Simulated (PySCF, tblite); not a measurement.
**C₅H₆NO₂ radical: geometry, infrared bands and EPR parameters**

Aim: predict the infrared bands and EPR parameters of C₅H₆NO₂ radical (`C=CO/C=C\[N]C=O`).

Computed with tblite 0.8.0 and PySCF 2.14.0, with density-fitted response routines of our own, on a single molecule in the gas phase. Atoms are numbered from 0 throughout.

## 1. The molecule as given

14 atoms, charge 0, multiplicity 2; geometry from: force field or distance geometry start.

Bonds of the start (Å): C0–C1 1.33, C1–O2 1.38, O2–C3 1.37, C3–C4 1.34, C4–N5 1.36, N5–C6 1.34, C6–O7 1.24, C0–H8 1.09, C0–H9 1.08, C1–H10 1.08, C3–H11 1.08, C4–H12 1.10, C6–H13 1.11.

## 2. Relaxing the molecule with GFN2-xTB

Job settings and geometry (Å):

```
{"job": {"kind": "relax", "xc": "GFN2-xTB", "basis": "xTB"}, "charge": 0, "multiplicity": 2}
C     -3.224000    -0.633900     0.477900
C     -2.150000     0.108700     0.710000
O     -0.927100    -0.186000     0.141500
C      0.148000     0.616600     0.414600
C      1.371500     0.407300    -0.089100
N      1.807500    -0.541600    -0.961600
C      3.103500    -0.465500    -1.292500
O      3.997000     0.318300    -0.947700
H     -4.176400    -0.399200     0.944300
H     -3.179400    -1.482500    -0.188400
H     -2.151300     0.957500     1.377200
H     -0.044200     1.420100     1.108000
H      2.082100     1.157900     0.275500
H      3.341900    -1.288000    -1.991700
```

Launch:

```sh
OMP_NUM_THREADS=1 python probes_run.py task.json out
```

The driver reads the jobs from task.json and runs them one after another.

What it wrote:

```text
step      E/eV     max force
  0    -672.00781    3.088
  1    -672.16452    1.485
  2    -672.19894    0.626
  3    -672.20839    0.396
  4    -672.21515    0.208
  5    -672.21829    0.129
  6    -672.21996    0.145
  7    -672.22229    0.134
  8    -672.22393    0.116
  9    -672.22555    0.111
 10    -672.22733    0.158
 11    -672.22940    0.160
 12    -672.23112    0.106
 13    -672.23223    0.083
 14    -672.23305    0.086
 15    -672.23390    0.085
 16    -672.23489    0.105
 17    -672.23598    0.100
 18    -672.23724    0.125
 19    -672.23895    0.143
 20    -672.24146    0.161
 21    -672.24444    0.163
 22    -672.24668    0.117
 23    -672.24801    0.102
 24    -672.24899    0.094
 25    -672.25000    0.133
 26    -672.25114    0.136
 27    -672.25201    0.081
 28    -672.25249    0.065
 29    -672.25279    0.054
 30    -672.25318    0.058
 31    -672.25379    0.074
 32    -672.25460    0.080
 33    -672.25539    0.073
 34    -672.25595    0.050
 35    -672.25630    0.050
 36    -672.25654    0.039
 37    -672.25672    0.031
 38    -672.25686    0.033
 39    -672.25702    0.038
 40    -672.25725    0.059
 41    -672.25767    0.079
 42    -672.25842    0.096
 43    -672.25948    0.115
 44    -672.26081    0.120
 45    -672.26254    0.130
 46    -672.26395    0.124
 47    -672.26595    0.109
 48    -672.26825    0.148
 49    -672.27060    0.303
 50    -672.27508    0.199
 51    -672.27924    0.189
 52    -672.28657    0.135
 53    -672.28894    0.261
 54    -672.29201    0.095
 55    -672.29299    0.076
 56    -672.29383    0.083
 57    -672.29477    0.097
 58    -672.29570    0.115
 59    -672.29671    0.118
 60    -672.29806    0.113
 61    -672.29989    0.123
 62    -672.30175    0.171
 63    -672.30315    0.086
 64    -672.30385    0.264
 65    -672.30474    0.074
 66    -672.30567    0.071
 67    -672.30757    0.189
 68    -672.30807    0.053
 69    -672.30869    0.064
 70    -672.30986    0.097
 71    -672.31116    0.108
 72    -672.31258    0.196
 73    -672.31341    0.324
 74    -672.31464    0.159
 75    -672.31550    0.056
 76    -672.31622    0.049
 77    -672.31775    0.165
 78    -672.31831    0.105
 79    -672.31878    0.066
 80    -672.31907    0.071
 81    -672.31943    0.033
 82    -672.31960    0.041
 83    -672.31977    0.040
 84    -672.31987    0.047
 85    -672.31998    0.032
 86    -672.32006    0.028
 87    -672.32013    0.031
 88    -672.32018    0.025
 89    -672.32022    0.024
 90    -672.32026    0.024
 91    -672.32030    0.022
 92    -672.32034    0.023
 93    -672.32038    0.020
 94    -672.32042    0.017
 95    -672.32044    0.016
 96    -672.32047    0.013
 97    -672.32049    0.019
 98    -672.32051    0.017
 99    -672.32052    0.010
```

Wall time 0.76 s (1 thread of Intel Xeon at 2.70GHz, shared host).

The steps of the relaxation: (not every step is listed)

```
step  energy from step 0 (eV)  largest force (eV/Å)
   0                   0.0000                3.0885
   1                  -0.1567                1.4849
   2                  -0.1911                0.6264
   3                  -0.2006                0.3965
   4                  -0.2073                0.2078
   5                  -0.2105                0.1290
   6                  -0.2122                0.1448
   7                  -0.2145                0.1341
   8                  -0.2161                0.1156
  16                  -0.2271                0.1052
  24                  -0.2412                0.0937
  32                  -0.2468                0.0800
  40                  -0.2494                0.0592
  48                  -0.2604                0.1480
  56                  -0.2860                0.0834
  64                  -0.2960                0.2644
  72                  -0.3048                0.1956
  80                  -0.3113                0.0710
  88                  -0.3124                0.0253
  94                  -0.3126                0.0168
  95                  -0.3126                0.0160
  96                  -0.3127                0.0130
  97                  -0.3127                0.0186
  98                  -0.3127                0.0169
  99                  -0.3127                0.0100
```

Distances of close pairs at the start and the end, largest changes first:

```csv
bond,before (Å),after (Å),change (Å)
C4–N5,1.361,1.302,-0.059
C3–C4,1.340,1.387,+0.048
O2–C3,1.369,1.326,-0.043
C1–O2,1.380,1.348,-0.032
C6–O7,1.238,1.210,-0.027
C0–H8,1.086,1.073,-0.013
C1–H10,1.080,1.087,+0.007
C3–H11,1.079,1.086,+0.007
```

The final coordinates are the input of the step that follows.

## 3. Vibrational analysis with GFN2-xTB

Job settings and geometry (Å):

```
{"job": {"kind": "ir", "xc": "GFN2-xTB", "basis": "xTB"}, "charge": 0, "multiplicity": 2}
C     -3.089562    -0.657846     0.284719
C     -2.080504     0.112850     0.679291
O     -0.829976    -0.085808     0.216341
C      0.168406     0.683109     0.629290
C      1.459353     0.511826     0.150641
N      1.771034    -0.424803    -0.698483
C      2.920799    -0.532231    -1.384818
O      3.515714     0.360854    -1.944595
H     -4.083849    -0.495803     0.653581
H     -2.929750    -1.457998    -0.415033
H     -2.207882     0.930232     1.384114
H     -0.050055     1.462530     1.352857
H      2.220439     1.177953     0.563222
H      3.215155    -1.595293    -1.493292
```

What it wrote:

```text
mode    cm-1     km/mol
  1      42.3      4.26
  2      91.9      2.92
  3     112.1      3.65
  4     133.8      0.96
  5     146.6      4.21
  6     267.0      3.37
  7     312.0     22.89
  8     394.1     15.21
  9     482.6      2.81
 10     589.0     32.39
 11     661.3      2.91
 12     702.8     14.09
 13     765.1      7.31
 14     840.4     19.13
 15     877.5     30.57
 16     915.5      0.76
 17     920.4      8.58
 18     983.2     28.56
 19    1032.2     56.82
 20    1143.6     34.03
 21    1176.6     53.53
 22    1250.6     48.34
 23    1296.4     23.27
 24    1325.3     19.43
 25    1357.3     57.01
 26    1358.7      8.84
 27    1457.6     90.39
 28    1509.8     55.89
 29    1634.9     22.48
 30    1692.8    555.02
 31    2748.3    107.60
 32    2925.5     40.65
 33    3009.1     34.96
 34    3019.6     23.09
 35    3134.9      5.75
 36    3179.5      7.65
```

It took 0.42 s on 1 thread of Intel Xeon at 2.70GHz, shared host.

Which atoms move in the most intense modes:

```
cm⁻¹  km/mol                                atoms
1032    56.8            C4 19 %, N5 18 %, C6 15 %
1177    53.5           O2 32 %, C1 23 %, H12 16 %
1251    48.3                    H11 63 %, O2 15 %
1357    57.0                             H13 79 %
1458    90.4  C3 44 %, N5 19 %, C4 15 %, H11 12 %
1510    55.9            C4 53 %, N5 31 %, C3 12 %
1693   555.0                     C6 60 %, O7 37 %
2748   107.6                             H13 94 %
```

## 4. g tensor and hyperfine couplings: B3LYP/pcH-1

The job, as its differences from that of step 3:

```diff
@@ -1,2 +1,2 @@
-{"job": {"kind": "ir", "xc": "GFN2-xTB", "basis": "xTB"}, "charge": 0, "multiplicity": 2}
+{"job": {"kind": "epr", "basis": "pcH-1"}, "charge": 0, "multiplicity": 2}
 C     -3.089562    -0.657846     0.284719
```

Method: UKS B3LYP, pcH-1 on C H N O, non-relativistic, mean-field spin-orbit, GIAO.

What it wrote:

```text
UKS, coarse grid
  cycle   1  E = -399.07178176  |g| = 6.98e-01
  cycle   2  E = -397.60281980  |g| = 1.77e+00
  cycle   3  E = -399.17889687  |g| = 4.30e-01
  cycle   4  E = -399.26335120  |g| = 1.14e-01
  cycle   5  E = -399.26676937  |g| = 7.81e-02
  cycle   6  E = -399.26938742  |g| = 2.42e-02
  cycle   7  E = -399.26968458  |g| = 1.39e-02
  cycle   8  E = -399.26979366  |g| = 5.92e-03
  cycle   9  E = -399.26982559  |g| = 3.78e-03
  cycle  10  E = -399.26983588  |g| = 1.21e-03
  cycle  11  E = -399.26983686  |g| = 5.74e-04
UKS, final grid
  cycle   1  E = -399.26983132  |g| = 8.70e-04
  cycle   2  E = -399.26983055  |g| = 1.52e-03
  cycle   3  E = -399.26983172  |g| = 1.63e-04
  cycle   4  E = -399.26983174  |g| = 7.14e-05
  cycle   5  E = -399.26983174  |g| = 5.10e-05
  cycle   6  E = -399.26983174  |g| = 2.15e-05
E = -399.26983174 Eh   <S^2> = 0.7661 (exact 0.7500)
g shifts (ppm)      1          2          3
  rmc          -223       -223       -223
  gc             18         41         31
  oz_so         722       1102       3814
  total         516        920       3621
hyperfine (MHz)  atom isotope    a_iso     a_fc   dipolar eigenvalues
    0   13C       7.58       7.58     -7.96     -7.10     15.06
    1   13C      -9.54      -9.54     -7.98      2.36      5.62
    2   17O     -16.17     -16.17    -49.98     24.09     25.89
    3   13C      40.91      40.91    -44.04    -42.68     86.71
    4   13C     -32.67     -32.67    -12.65      3.00      9.65
    5   14N      20.68      20.68    -19.61    -18.85     38.46
    6   13C     -13.82     -13.82     -6.42      0.63      5.79
    7   17O      -7.36      -7.36    -28.46     13.28     15.18
    8    1H      -6.86      -6.86     -4.07     -0.58      4.65
    9    1H      -6.29      -6.29     -1.79     -1.16      2.95
   10    1H       1.99       1.99     -2.83     -2.50      5.34
   11    1H     -36.38     -36.38    -20.71     -1.58     22.29
   12    1H       0.91       0.91     -4.48     -1.00      5.48
   13    1H      15.91      15.91     -4.60     -1.87      6.47
```

Run time: 73 s. Hardware: 1 thread of Intel Xeon at 2.70GHz, shared host; peak memory 0.92 GiB.

Principal g values 2.00284, 2.00324, 2.00594; g(iso) = 2.00401, against 2.00232 for a free electron.

Hyperfine couplings, nucleus by nucleus at this fixed geometry (no averaging over rotations):

| nuclei | isotope | a(iso) (MHz) | a(iso) (G, at g = 2.0023) | largest dipolar term (MHz) |
| --- | --- | --- | --- | --- |
| C3 | 13C | 40.9 | 14.6 | 86.7 |
| H11 | 1H | -36.4 | -13.0 | 22.3 |
| C4 | 13C | -32.7 | -11.7 | -12.7 |
| N5 | 14N | 20.7 | 7.4 | 38.5 |
| O2 | 17O | -16.2 | -5.8 | -50.0 |
| H13 | 1H | 15.9 | 5.7 | 6.5 |
| C6 | 13C | -13.8 | -4.9 | -6.4 |
| C1 | 13C | -9.5 | -3.4 | -8.0 |
| C0 | 13C | 7.6 | 2.7 | 15.1 |
| O7 | 17O | -7.4 | -2.6 | -28.5 |
| H8 | 1H | -6.9 | -2.4 | 4.6 |
| H9 | 1H | -6.3 | -2.2 | 3.0 |
| H10 | 1H | 2.0 | 0.7 | 5.3 |
| H12 | 1H | 0.9 | 0.3 | 5.5 |

Mulliken spin populations:

C0 0.10; C1 -0.05; O2 0.10; C3 0.52; C4 -0.10; N5 0.40; C6 -0.03; O7 0.08; H8 0.00; H9 0.00; H10 0.00; H11 -0.03; H12 0.00; H13 0.01

In first order the couplings over 0.8 MHz of 1H, 14N give 192 distinct lines over 39.1 G.

Orbitals, density, ELF and potential are computed afterwards from the orbital file.

ELF in a plane through or near 12 of the atoms.

Ten even steps from ' ' (0.00) to '@' (1.00):
```
                                                        
                                                        
                                                        
                  ..      ::####..                      
                ++%%##    ##@@@@++    ..                
              ..@@@@@@::  %%@@@@++  **@@**              
                @@@@@@++::##@@@@..++@@@@@@::            
                ==@@@@==%%::--==  ##@@@@%%..            
        ..::::    ====++%%::..**--**%%@@--              
      ..--====::..++%%==++==##**##::**--....####..      
      ::++++##==%%**::##..  ##--**==++%%++%%@@@@##      
      ..--====****##==%%==  ##@@**..**----@@@@@@%%      
          ..**--==**%%@@++  ==##::  ++**--%%@@@@**      
          ..##%%--::**%%++    ..  --@@@@@@++==++..      
          ..##%%::  ..::..        %%@@@@@@++            
          ..++++                  **@@@@@@--            
              ..                    ==**--              
                                                        
                                                        
                                                        
```
The map spans 13.4 Å across and 9.1 Å up, centred on the molecule. Atoms in the plane (x, y in Å): C0 (3.1, -0.8), C1 (2.2, 0.2), O2 (0.9, -0.1), C3 (0.0, 0.9), C4 (-1.4, 0.7), N5 (-1.9, -0.5), C6 (-3.2, -0.8), H8 (4.1, -0.6), H9 (2.7, -1.9), H10 (2.5, 1.2), H11 (0.4, 2.0), H12 (-2.0, 1.6).

On the surface of density 0.002 e/bohr³ the electrostatic potential runs, from the 1st to the 99th percentile, from -1.99 V near O7 to 1.84 V near H11.

The spin density lies nearest to C3 30 %; N5 28 %; O2 10 %; C4 7 % (beta excess).

## 5. Results

| quantity | value |
| --- | --- |
| strongest single infrared mode (GFN2-xTB) | 1693 cm⁻¹, 555 km/mol |
| zero-point energy (GFN2-xTB) | 62.2 kcal/mol |
| g(iso) (B3LYP) | 2.00401 |
| ⟨S²⟩ | 0.766 (exact 0.75) |
| largest a(iso) | 13C on C3, 40.9 MHz |
| surface potential, 1st and 99th percentile | -1.99 V and 1.84 V |

What this shows: Relaxing lowered the energy by 0.313 eV in 99 steps; the close pair that moved most is C4–N5, from 1.361 to 1.302 Å. No mode is imaginary among the 36: a minimum at this level. The strongest single mode, at 1693 cm⁻¹, moves mainly C6 and O7. GFN2-xTB is a fitted tight-binding method: band positions and strengths are rough. Its intensities can rank the bands wrongly. The largest spin populations lie on C3 (0.52 e), N5 (0.40 e). The isotropic g lies 1.7 ppt above the free-electron value.
